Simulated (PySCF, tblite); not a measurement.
# C₂H₉B₂NO: geometry, infrared bands and NMR shifts

Wanted: the infrared bands and NMR shifts of C₂H₉B₂NO (`BNCBOC`), by calculation.

Computed with tblite 0.8.0 and PySCF 2.14.0, with density-fitted response routines of our own, on a single molecule in the gas phase. Atoms are numbered from 0 throughout.

### Step 1. The molecule as given

15 atoms, charge 0, multiplicity 1; geometry from: force field or distance geometry start.

Bonds of the start (Å): B0–N1 1.51, N1–C2 1.46, C2–B3 1.58, B3–O4 1.48, O4–C5 1.41, B0–H6 1.18, B0–H7 1.19, N1–H8 1.05, C2–H9 1.12, C2–H10 1.11, B3–H11 1.18, C5–H12 1.11, C5–H13 1.11, C5–H14 1.12.

### Step 2. Relaxing the molecule with GFN2-xTB

The job: settings as JSON, then the geometry in Å.

```
{"job": {"kind": "relax", "xc": "GFN2-xTB", "basis": "xTB"}, "charge": 0, "multiplicity": 1}
B     -2.554100    -0.934800    -0.499100
N     -1.475300    -0.589400     0.506100
C     -0.650300     0.517700     0.024600
B      0.559300     0.791400     1.004000
O      1.527700    -0.289200     1.308100
C      2.605900    -0.166600     0.405900
H     -2.615800    -2.012200    -0.968800
H     -3.362400    -0.117000    -0.797400
H     -1.956000    -0.289700     1.389000
H     -1.271700     1.450500    -0.045100
H     -0.236000     0.282200    -0.980800
H      0.654800     1.823700     1.561500
H      3.338200    -0.966100     0.646600
H      2.293900    -0.308300    -0.652000
H      3.137400     0.815700     0.535600
```

Launch:

```
OMP_NUM_THREADS=1 python probes_run.py task.json out
```

This one command runs all jobs of the session in turn.

**Question.** This job is followed by: GFN2-xTB harmonic vibrations, gas phase; GIAO PBE0/pcSseg-1 NMR shielding, non-relativistic, gas phase. Predict these results of the whole session: strongest single infrared mode (GFN2-xTB); zero-point energy (GFN2-xTB); 13C shifts against TMS (PBE0/pcSseg-1); 1H shifts against TMS (PBE0/pcSseg-1, means over atoms taken as alike); 11B shifts against BF3·OEt2 (PBE0/pcSseg-1); 15N shifts against NH3 (PBE0/pcSseg-1); 17O shifts against H2O (PBE0/pcSseg-1); surface potential, 1st and 99th percentile.

As calculated:

| quantity | value |
| --- | --- |
| strongest single infrared mode (GFN2-xTB) | 2615 cm⁻¹, 227 km/mol |
| zero-point energy (GFN2-xTB) | 74.4 kcal/mol |
| 13C shifts against TMS (PBE0/pcSseg-1) | 63.5, 50.1 ppm |
| 1H shifts against TMS (PBE0/pcSseg-1, means over atoms taken as alike) | 5.30, 5.18, 4.52, 4.37, 3.35 ppm |
| 11B shifts against BF3·OEt2 (PBE0/pcSseg-1) | 46.7, 34.2 ppm |
| 15N shifts against NH3 (PBE0/pcSseg-1) | 140.6 ppm |
| 17O shifts against H2O (PBE0/pcSseg-1) | 183.0 ppm |
| surface potential, 1st and 99th percentile | -0.88 V and 1.16 V |

**Reading.** The optimisation took 209 steps and gained 2.622 eV; among the close pairs (by a distance rule), B3–O4 changed most, from 1.483 to 1.326 Å. No mode is imaginary among the 39: a minimum at this level. The strongest single mode, at 2615 cm⁻¹, moves mainly H6 and H7. GFN2-xTB is a fitted tight-binding method: band positions and strengths are rough. Its intensities can rank the bands wrongly. C5 (methyl carbon bonded to O) lies farthest downfield among carbon, at 63.5 ppm; pulled downfield by the heteroatom. At PBE0/pcSseg-1: The largest span, 424 ppm, is at O4, where the paramagnetic term is -246 ppm.
